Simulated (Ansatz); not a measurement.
# TaAl2N3: the cost of one run

Computed with Ansatz 0.2.0 (DFT PBE, scalar-relativistic, plane waves, PAW, unless a step's input says otherwise).

### Step 1. The system as given

The structure is tetragonal, space group I4/mmm (No. 139). The conventional cell has a = 3.337 Å, b = 3.337 Å, c = 14.159 Å, α = 90.00°, β = 90.00°, γ = 90.00°. Ta (site symmetry 4/mmm) is surrounded by 6 N at 2.36 Å. Al (site symmetry 4mm) is surrounded by 6 N at 2.36 Å. N (site symmetry 4mm) has 5 Al at 2.36 Å and 1 Ta at 2.36 Å as nearest neighbours. Around N (site symmetry 4/mmm) lie 4 Ta at 2.36 Å and 2 Al at 2.36 Å.

Structure file:

```
Ta Al N
1.0
    -1.66868    1.66868    7.07960
     1.66868   -1.66868    7.07960
     1.66868    1.66868   -7.07960
Ta Al N
1 2 3
Direct
  0.50000 0.50000 0.00000
  0.83333 0.83333 0.00000
  0.16667 0.16667 0.00000
  0.66667 0.66667 0.00000
  0.33333 0.33333 0.00000
  0.00000 0.00000 0.00000
```

The start is an ordering of an alloy on its end members' structure types: elements ordered on the sites of the TaN type, Ta/Al on Ta (I4/mmm, No. 139).

### Step 2. A first look at the guess

input.yaml reads:

```yaml
crystal:
  lattice:
    - [-1.66867709, 1.66867709, 7.07959732]
    - [1.66867709, -1.66867709, 7.07959732]
    - [1.66867709, 1.66867709, -7.07959732]
  atoms:
    - { symbol: Ta, position: [0.5, 0.5, 0.0] }
    - { symbol: Al, position: [0.83333333, 0.83333333, 0.0] }
    - { symbol: Al, position: [0.16666667, 0.16666667, 0.0] }
    - { symbol: "N", position: [0.66666667, 0.66666667, 0.0] }
    - { symbol: "N", position: [0.33333333, 0.33333333, 0.0] }
    - { symbol: "N", position: [0.0, 0.0, 0.0] }
basis:
  ecutwfc: 420
kpoints:
  mp_grid: { grid: [8, 8, 8] }
hamiltonian:
  xc: pbe
scf:
  occupations: { method: gaussian, width: 0.1 }
  lower_state_search: "off"
output:
  forces: true
  stress: true
  eigenvalues: true
```

Run with:

```console
> ansatz run input.yaml --threads 1 --pin off --max-ram 2560MiB --backend cpu --events-out ev --progress --plain --runs-dir out
```

**Question.** How long does this run take on 1 thread of Arm Neoverse V2, shared host, and how much memory does it need?

About 5.8 s, with a peak of 0.37 GiB.
